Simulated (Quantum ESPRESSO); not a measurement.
# Ti3Se (P-6m2) in Quantum ESPRESSO: equation of state

Aim: energy against volume of Ti3Se in PBE, for its equilibrium volume and stiffness.

Everything below comes from runs of Quantum ESPRESSO 7.5. Logs are shortened: lines on timing, memory, paths and dates and some standing lists are left out, and cuts for length are marked.

### Step 1. The crystal as given

Symmetry: P-6m2, No. 187, hexagonal system. Conventional cell: a = 3.197 Å, b = 3.197 Å, c = 7.943 Å, α = 90.00°, β = 90.00°, γ = 120.00°. Se (site symmetry -6m2) is surrounded by 6 Ti at 2.58 Å. Ti (site symmetry -6m2) is surrounded by 12 Ti at 2.85 to 3.20 Å. Ti (site symmetry 3m) has 3 Se at 2.58 Å and 3 Ti at 2.85 Å as nearest neighbours.

The cell comes from a database or a generator and needn't be the stable form of this composition.

### Step 2. Single point, PBE, 16.53 Å³/atom

pw.in

```
&CONTROL
  calculation = 'scf'
  prefix = 'pwscf'
  outdir = './tmp'
  pseudo_dir = './pseudo'
  tprnfor = .true.
  tstress = .true.
  disk_io = 'nowf'
/
&SYSTEM
  ibrav = 0
  nat = 4
  ntyp = 2
  ecutwfc = 55
  ecutrho = 440
  nbnd = 30
  occupations = 'smearing'
  smearing = 'fd'
  degauss = 0.00367493
/
&ELECTRONS
  conv_thr = 8d-10
  electron_maxstep = 120
  mixing_beta = 0.5
/
ATOMIC_SPECIES
Se    78.9710 Se_pbe_v1.uspp.F.UPF
Ti    47.8670 ti_pbe_v1.4.uspp.F.UPF
CELL_PARAMETERS angstrom
   3.1321732920    0.0000000000    0.0000000000
  -1.5660866460    2.7125416399    0.0000000000
   0.0000000000    0.0000000000    7.7806026671
ATOMIC_POSITIONS crystal
Se     0.0000000000    0.0000000000    0.0000000000
Ti     0.6666666667    0.3333333333    0.5000000000
Ti     0.3333333333    0.6666666667    0.7729020000
Ti     0.3333333333    0.6666666667    0.2270980000
K_POINTS automatic
10 10 4 0 0 0
```

Potentials or basis: SSSP 1.3 efficiency PBE.

On the command line:

```bash
> OMP_NUM_THREADS=1 mpirun -n 2 pw.x -nk 2 -in pw.in > pw.out
```

pw.out:

```text
This program is part of the open-source Quantum ESPRESSO suite
     for quantum simulation of materials; please cite
[... 6 lines left out ...]
     using ibrav=0 with symmetry is DISCOURAGED, use correct ibrav instead

     K-points division:     npool     =       2
     Subspace diagonalization in iterative solution of the eigenvalue problem:
     a serial algorithm will be used

     G-vector sticks info
     --------------------
     sticks:   dense  smooth     PW     G-vecs:    dense   smooth      PW
     Sum        1069     517    163                69459    24501    4051

     Using Slab Decomposition

     bravais-lattice index     =            0
     lattice parameter (alat)  =       5.9189  a.u.
     unit-cell volume          =     446.0998 (a.u.)^3
     number of atoms/cell      =            4
     number of atomic types    =            2
     number of electrons       =        42.00
     number of Kohn-Sham states=           30
     kinetic-energy cutoff     =      55.0000  Ry
     charge density cutoff     =     440.0000  Ry
     scf convergence threshold =      8.0E-10
     mixing beta               =       0.5000
     number of iterations used =            8  plain     mixing
     Exchange-correlation=  SLA  PW   PBX  PBC
                           (   1   4   3   4   0   0   0)

     celldm(1)=   5.918950  celldm(2)=   0.000000  celldm(3)=   0.000000
     celldm(4)=   0.000000  celldm(5)=   0.000000  celldm(6)=   0.000000

     crystal axes: (cart. coord. in units of alat)
               a(1) = (   1.000000   0.000000   0.000000 )
               a(2) = (  -0.500000   0.866025   0.000000 )
               a(3) = (   0.000000   0.000000   2.484091 )

     reciprocal axes: (cart. coord. in units 2 pi/alat)
               b(1) = (  1.000000  0.577350 -0.000000 )
               b(2) = (  0.000000  1.154701  0.000000 )
               b(3) = (  0.000000 -0.000000  0.402562 )

     PseudoPot. # 1 for Se read from file:
     Se_pbe_v1.uspp.F.UPF
     Pseudo is Ultrasoft + core correction, Zval =  6.0
     Generated by new atomic code, or converted to UPF format
     Using radial grid of  877 points,  6 beta functions with:
                l(1) =   0
                l(2) =   0
                l(3) =   1
                l(4) =   1
                l(5) =   2
                l(6) =   2
     Q(r) pseudized with  8 coefficients,  rinner =    1.300   1.300   1.300
                                                       1.300   1.300

     PseudoPot. # 2 for Ti read from file:
     ti_pbe_v1.4.uspp.F.UPF
     Pseudo is Ultrasoft + core correction, Zval = 12.0
     Generated by new atomic code, or converted to UPF format
     Using radial grid of  851 points,  6 beta functions with:
                l(1) =   0
                l(2) =   0
                l(3) =   1
                l(4) =   1
                l(5) =   2
                l(6) =   2
     Q(r) pseudized with  6 coefficients,  rinner =    1.000   1.000   1.000
                                                       1.000   1.000

     atomic species   valence    mass     pseudopotential
     Se                6.00    78.97100     Se( 1.00)
     Ti               12.00    47.86700     Ti( 1.00)

     12 Sym. Ops. (no inversion) found

   Cartesian axes

     site n.     atom                  positions (alat units)
         1        Se     tau(   1) = (   0.0000000   0.0000000   0.0000000  )
         2        Ti     tau(   2) = (   0.5000000   0.2886751   1.2420454  )
         3        Ti     tau(   3) = (  -0.0000000   0.5773503   1.9199587  )
         4        Ti     tau(   4) = (  -0.0000000   0.5773503   0.5641320  )

     number of k points=    42  Fermi-Dirac smearing, width (Ry)=  0.0037
                       cart. coord. in units 2pi/alat
        k(    1) = (   0.0000000   0.0000000   0.0000000), wk =   0.0050000
        k(    2) = (   0.0000000   0.0000000   0.1006404), wk =   0.0100000
        k(    3) = (   0.0000000   0.0000000  -0.2012809), wk =   0.0050000
        k(    4) = (   0.0000000   0.1154701   0.0000000), wk =   0.0300000
        k(    5) = (   0.0000000   0.1154701   0.1006404), wk =   0.0600000
        k(    6) = (   0.0000000   0.1154701  -0.2012809), wk =   0.0300000
[... 34 lines left out ...]
        k(   41) = (   0.3000000   0.5196152   0.1006404), wk =   0.0600000
        k(   42) = (   0.3000000   0.5196152  -0.2012809), wk =   0.0300000

     Dense  grid:    69459 G-vectors     FFT dimensions: (  40,  40, 100)

     Smooth grid:    24501 G-vectors     FFT dimensions: (  27,  27,  72)

     Check: negative core charge=   -0.000003

     Initial potential from superposition of free atoms

     starting charge      38.9998, renormalised to      42.0000

     negative rho (up, down):  4.767E-03 0.000E+00
     Starting wfcs are   34 randomized atomic wfcs

     Self-consistent Calculation

     iteration #  1     ecut=    55.00 Ry     beta= 0.50
     Davidson diagonalization with overlap
     ethr =  1.00E-02,  avg # of iterations =  3.3

     negative rho (up, down):  4.903E-03 0.000E+00

     total energy              =    -395.97717479 Ry
     estimated scf accuracy    <       9.06100845 Ry

     iteration #  2     ecut=    55.00 Ry     beta= 0.50
     Davidson diagonalization with overlap
     ethr =  1.00E-02,  avg # of iterations =  5.7

     negative rho (up, down):  4.097E-03 0.000E+00

     total energy              =    -400.30723122 Ry
     estimated scf accuracy    <      37.58563603 Ry
[... 154 lines left out ...]
     iteration # 20     ecut=    55.00 Ry     beta= 0.50
     Davidson diagonalization with overlap
     ethr =  8.78E-12,  avg # of iterations =  1.1

     negative rho (up, down):  2.599E-03 0.000E+00

     total energy              =    -401.48581721 Ry
     estimated scf accuracy    <          2.2E-09 Ry

     iteration # 21     ecut=    55.00 Ry     beta= 0.50
     Davidson diagonalization with overlap
     ethr =  5.23E-12,  avg # of iterations =  2.1

     negative rho (up, down):  2.599E-03 0.000E+00

     End of self-consistent calculation

          k = 0.0000 0.0000 0.0000 (  3041 PWs)   bands (ev):

   -43.3074 -43.2754 -43.1208 -19.8514 -19.7222 -19.3992 -19.3992 -19.3667
   -19.3667 -19.2456 -19.2252 -19.2252  -2.2634   6.8447   8.7534  11.1972
    12.2457  12.2457  13.5137  13.7378  13.7378  13.8920  13.8920  14.6267
    14.7088  15.1053  15.1053  15.3938  15.3938  16.4114

          k = 0.0000 0.0000 0.1006 (  3035 PWs)   bands (ev):

   -43.3063 -43.2767 -43.1206 -19.8731 -19.6921 -19.3979 -19.3979 -19.3683
   -19.3683 -19.2542 -19.2249 -19.2249  -2.2609   6.6785   9.1691  11.0672
    12.1977  12.1977  13.1909  13.9303  13.9303  13.9483  13.9483  14.3993
    14.8761  14.8761  14.9912  15.4462  15.4462  16.0719

          k = 0.0000 0.0000-0.2013 (  3022 PWs)   bands (ev):

   -43.3052 -43.2781 -43.1204 -19.8893 -19.6668 -19.3964 -19.3964 -19.3701
   -19.3701 -19.2633 -19.2246 -19.2246  -2.2583   6.5451   9.6775  10.8024
    12.1551  12.1551  12.9224  13.9942  13.9942  14.2267  14.2267  14.2640
    14.6658  14.6658  15.1510  15.2683  15.2683  15.9798
[... 73 lines left out ...]
   -43.2525 -43.2451 -43.1140 -19.7776 -19.7571 -19.6360 -19.6175 -19.4810
   -19.4256 -19.3492 -19.2663 -19.2524  -0.5187   6.7007   8.4213  11.0082
    11.1315  11.8143  12.0560  12.7450  12.9443  14.0326  14.2620  14.6642
    15.2810  16.0296  16.0713  16.2514  16.4024  16.5016

          k = 0.0000 0.4619-0.2013 (  3084 PWs)   bands (ev):

   -43.2511 -43.2466 -43.1140 -19.7690 -19.7588 -19.6519 -19.6119 -19.4791
   -19.4281 -19.3432 -19.2690 -19.2518  -0.5185   6.7065   8.4153  10.9954
    11.1069  11.9251  12.0784  12.6950  12.7440  14.2508  14.4716  14.6574
    14.7994  16.0575  16.2198  16.2595  16.3574  16.4797

          k = 0.0000-0.5774 0.0000 (  3074 PWs)   bands (ev):

   -43.2472 -43.2408 -43.1139 -19.7975 -19.7602 -19.6494 -19.6211 -19.4911
   -19.4291 -19.3625 -19.2742 -19.2564  -0.2374   6.1538   8.5837  10.9063
    11.3520  11.6566  11.9021  12.9498  13.1098  13.7865  14.4545  14.4998
    16.0698  16.2797  16.2873  16.3437  16.4232  16.6509

          k = 0.0000-0.5774 0.1006 (  3078 PWs)   bands (ev):

   -43.2464 -43.2417 -43.1138 -19.7879 -19.7655 -19.6439 -19.6353 -19.4893
   -19.4316 -19.3558 -19.2765 -19.2557  -0.2370   6.1546   8.5761  10.8916
    11.3825  11.7399  11.9670  12.7271  12.9517  13.9987  14.3320  14.7402
    15.4305  16.2974  16.3163  16.3602  16.6478  16.8572

          k = 0.0000-0.5774-0.2013 (  3072 PWs)   bands (ev):

   -43.2449 -43.2432 -43.1138 -19.7734 -19.7731 -19.6549 -19.6350 -19.4874
   -19.4342 -19.3494 -19.2790 -19.2550  -0.2366   6.1553   8.5687  10.8774
    11.4133  11.8916  11.9969  12.6369  12.6516  14.2876  14.5079  14.6690
    14.8919  16.3146  16.3410  16.6642  16.7723  16.8326

          k = 0.1000 0.1732 0.0000 (  3055 PWs)   bands (ev):

   -43.2921 -43.2661 -43.1182 -19.8150 -19.7331 -19.4694 -19.4608 -19.4282
   -19.3863 -19.2722 -19.2361 -19.2290  -1.8485   7.3115   9.2783  10.4970
    11.5735  11.8111  12.8749  13.3711  13.5626  14.0193  14.2191  14.3678
    14.7440  14.8856  15.0970  15.2996  15.6446  16.5497

          k = 0.1000 0.1732 0.1006 (  3058 PWs)   bands (ev):

   -43.2911 -43.2674 -43.1180 -19.8350 -19.7064 -19.4759 -19.4585 -19.4266
   -19.3882 -19.2703 -19.2357 -19.2337  -1.8470   7.1991   9.6136  10.4786
    11.5273  11.7244  12.6279  13.3330  13.4802  14.0854  14.2844  14.4841
    14.6237  14.8974  15.1798  15.4867  15.7801  16.2648
[... 143 lines left out ...]
   -43.2399 -43.2374 -43.1137 -19.7632 -19.7008 -19.6370 -19.6301 -19.5512
   -19.5459 -19.3484 -19.3019 -19.2560   0.0302   7.0979   8.0177   8.7685
    12.0434  12.0976  12.3279  12.6286  13.2672  13.4826  13.6716  15.1139
    15.4181  15.9665  16.1118  16.3893  16.5128  16.6701

          k = 0.3000 0.5196-0.2013 (  3078 PWs)   bands (ev):

   -43.2395 -43.2379 -43.1137 -19.7474 -19.7050 -19.6508 -19.6319 -19.5558
   -19.5426 -19.3468 -19.2968 -19.2574   0.0301   7.0994   8.0238   8.7659
    12.0432  12.0903  12.3361  12.5452  13.4118  13.4586  13.6288  14.9704
    15.3907  16.0310  16.2444  16.3782  16.5897  16.9661

     the Fermi energy is    13.5852 ev

!    total energy              =    -401.48581721 Ry
     estimated scf accuracy    <          2.0E-10 Ry
     smearing contrib. (-TS)   =      -0.00157528 Ry
     internal energy E=F+TS    =    -401.48424193 Ry

     The total energy is F=E-TS. E is the sum of the following terms:
     one-electron contribution =    -125.56039578 Ry
     hartree contribution      =      79.42396493 Ry
     xc contribution           =     -84.14139461 Ry
     ewald contribution        =    -271.20641647 Ry

     convergence has been achieved in  21 iterations

     negative rho (up, down):  2.599E-03 0.000E+00

     Forces acting on atoms (cartesian axes, Ry/au):

     atom    1 type  1   force =     0.00000000    0.00000000    0.00000000
     atom    2 type  2   force =     0.00000000    0.00000000    0.00000000
     atom    3 type  2   force =     0.00000000    0.00000000   -0.00928881
     atom    4 type  2   force =     0.00000000    0.00000000    0.00928881

     Total force =     0.013136     Total SCF correction =     0.000046

     Computing stress (Cartesian axis) and pressure

     negative rho (up, down):  2.599E-03 0.000E+00
          total   stress  (Ry/bohr**3)                   (kbar)     P=       80.88
   0.00051537   0.00000000   0.00000000           75.81        0.00        0.00
   0.00000000   0.00051537   0.00000000            0.00       75.81        0.00
  -0.00000000   0.00000000   0.00061867           -0.00        0.00       91.01

=------------------------------------------------------------------------------=
   JOB DONE.
=------------------------------------------------------------------------------=
```

Wall time 72 s (2 MPI ranks of Arm Neoverse V2, shared host); peak memory 0.42 GiB.

What came out:

```yaml
Free_energy: -5462.4928 eV
Pressure: 8.1 GPa
Largest_force: 0.239 eV/Å
Band_gap_on_the_k_mesh: none (metal or under the smearing width)
```

### Step 3. Single point, PBE, 16.88 Å³/atom

pw.in: that of step 2 with these lines changed.

```diff
@@ -29,5 +29,5 @@
 CELL_PARAMETERS angstrom
-   3.1321732920    0.0000000000    0.0000000000
-  -1.5660866460    2.7125416399    0.0000000000
-   0.0000000000    0.0000000000    7.7806026671
+   3.1542315771    0.0000000000    0.0000000000
+  -1.5771157886    2.7316446752    0.0000000000
+   0.0000000000    0.0000000000    7.8353974489
 ATOMIC_POSITIONS crystal
```

Potentials or basis: SSSP 1.3 efficiency PBE.

On the command line:

```bash
> OMP_NUM_THREADS=1 mpirun -n 2 pw.x -nk 2 -in pw.in > pw.out
```

Run time: 78 s. Hardware: 2 MPI ranks of Arm Neoverse V2, shared host; peak memory 0.42 GiB.

The run converged. Its results:

* Free energy: -5462.5508 eV
* Pressure: 5.2 GPa
* Largest force: 0.159 eV/Å
* Band gap on the k mesh: none (metal or under the smearing width)

### Step 4. Single point, PBE, 17.23 Å³/atom

pw.in: that of step 3 with these lines changed.

```diff
@@ -29,5 +29,5 @@
 CELL_PARAMETERS angstrom
-   3.1542315771    0.0000000000    0.0000000000
-  -1.5771157886    2.7316446752    0.0000000000
-   0.0000000000    0.0000000000    7.8353974489
+   3.1759855858    0.0000000000    0.0000000000
+  -1.5879927929    2.7504841993    0.0000000000
+   0.0000000000    0.0000000000    7.8894363804
 ATOMIC_POSITIONS crystal
```

On the command line:

```bash
> OMP_NUM_THREADS=1 mpirun -n 2 pw.x -nk 2 -in pw.in > pw.out
```

It took 73 s on 2 MPI ranks of Arm Neoverse V2, shared host; peak memory 0.44 GiB.

The run converged. Its results:

| Property | Result |
| --- | --- |
| Free energy | -5462.5844 eV |
| Pressure | 2.5 GPa |
| Largest force | 0.088 eV/Å |
| Band gap on the k mesh | none (metal or under the smearing width) |

### Step 5. Single point, PBE, 17.58 Å³/atom

pw.in: that of step 4 with these lines changed.

```diff
@@ -29,5 +29,5 @@
 CELL_PARAMETERS angstrom
-   3.1759855858    0.0000000000    0.0000000000
-  -1.5879927929    2.7504841993    0.0000000000
-   0.0000000000    0.0000000000    7.8894363804
+   3.1974455988    0.0000000000    0.0000000000
+  -1.5987227994    2.7690691158    0.0000000000
+   0.0000000000    0.0000000000    7.9427450000
 ATOMIC_POSITIONS crystal
```

On the command line:

```bash
> OMP_NUM_THREADS=1 mpirun -n 2 pw.x -nk 2 -in pw.in > pw.out
```

Wall time 75 s (2 MPI ranks of Arm Neoverse V2, shared host); peak memory 0.44 GiB.

It converged, with:

```yaml
Free_energy: -5462.5958 eV
Pressure: 0.1 GPa
Largest_force: 0.025 eV/Å
Band_gap_on_the_k_mesh: none (metal or under the smearing width)
```

### Step 6. Single point, PBE, 17.93 Å³/atom

pw.in: that of step 5 with these lines changed.

```diff
@@ -29,5 +29,5 @@
 CELL_PARAMETERS angstrom
-   3.1974455988    0.0000000000    0.0000000000
-  -1.5987227994    2.7690691158    0.0000000000
-   0.0000000000    0.0000000000    7.9427450000
+   3.2186213523    0.0000000000    0.0000000000
+  -1.6093106762    2.7874078563    0.0000000000
+   0.0000000000    0.0000000000    7.9953474932
 ATOMIC_POSITIONS crystal
```

Potentials or basis: SSSP 1.3 efficiency PBE.

On the command line:

```bash
> OMP_NUM_THREADS=1 mpirun -n 2 pw.x -nk 2 -in pw.in > pw.out
```

Wall time 75 s (2 MPI ranks of Arm Neoverse V2, shared host); peak memory 0.46 GiB.

The run converged. Its results:

- Free energy: -5462.5873 eV
- Pressure: -2.0 GPa
- Largest force: 0.031 eV/Å
- Band gap on the k mesh: none (metal or under the smearing width)

### Step 7. Single point, PBE, 18.28 Å³/atom

pw.in: that of step 6 with these lines changed.

```diff
@@ -29,5 +29,5 @@
 CELL_PARAMETERS angstrom
-   3.2186213523    0.0000000000    0.0000000000
-  -1.6093106762    2.7874078563    0.0000000000
-   0.0000000000    0.0000000000    7.9953474932
+   3.2395220766    0.0000000000    0.0000000000
+  -1.6197610383    2.8055084145    0.0000000000
+   0.0000000000    0.0000000000    8.0472667889
 ATOMIC_POSITIONS crystal
```

On the command line:

```bash
> OMP_NUM_THREADS=1 mpirun -n 2 pw.x -nk 2 -in pw.in > pw.out
```

Run time: 75 s. Hardware: 2 MPI ranks of Arm Neoverse V2, shared host; peak memory 0.46 GiB.

It converged, with:

| Item | Value |
| --- | --- |
| Free energy | -5462.5608 eV |
| Pressure | -4.0 GPa |
| Largest force | 0.081 eV/Å |
| Band gap on the k mesh | none (metal or under the smearing width) |

### Step 8. Single point, PBE, 18.64 Å³/atom

pw.in: that of step 7 with these lines changed.

```diff
@@ -29,5 +29,5 @@
 CELL_PARAMETERS angstrom
-   3.2395220766    0.0000000000    0.0000000000
-  -1.6197610383    2.8055084145    0.0000000000
-   0.0000000000    0.0000000000    8.0472667889
+   3.2601565315    0.0000000000    0.0000000000
+  -1.6300782658    2.8233783766    0.0000000000
+   0.0000000000    0.0000000000    8.0985246472
 ATOMIC_POSITIONS crystal
```

On the command line:

```bash
> OMP_NUM_THREADS=1 mpirun -n 2 pw.x -nk 2 -in pw.in > pw.out
```

Wall time 85 s (2 MPI ranks of Arm Neoverse V2, shared host); peak memory 0.46 GiB.

The run converged. Its results:

```yaml
Free_energy: -5462.5181 eV
Pressure: -5.7 GPa
Largest_force: 0.124 eV/Å
Band_gap_on_the_k_mesh: none (metal or under the smearing width)
```

### Step 9. Equation of state, PBE

Potentials or basis: SSSP 1.3 efficiency PBE.

No new run: the results of the series are fitted here.

Results:

- Equilibrium volume: 17.60 Å³/atom
- Bulk modulus at fixed shape and positions: 113 GPa
- Pressure derivative of the bulk modulus: 4.1

Energy against volume, from the lowest point:
| volume (Å³/atom) | energy (meV/atom) |
| --- | --- |
| 16.526 | 25.75 |
| 16.878 | 11.25 |
| 17.230 | 2.87 |
| 17.581 | 0.00 |
| 17.933 | 2.12 |
| 18.284 | 8.75 |
| 18.636 | 19.43 |

Caveat: the cell was scaled at fixed shape and fractional positions, which overstates the stiffness of a crystal with free parameters, most of all of layers and chains.
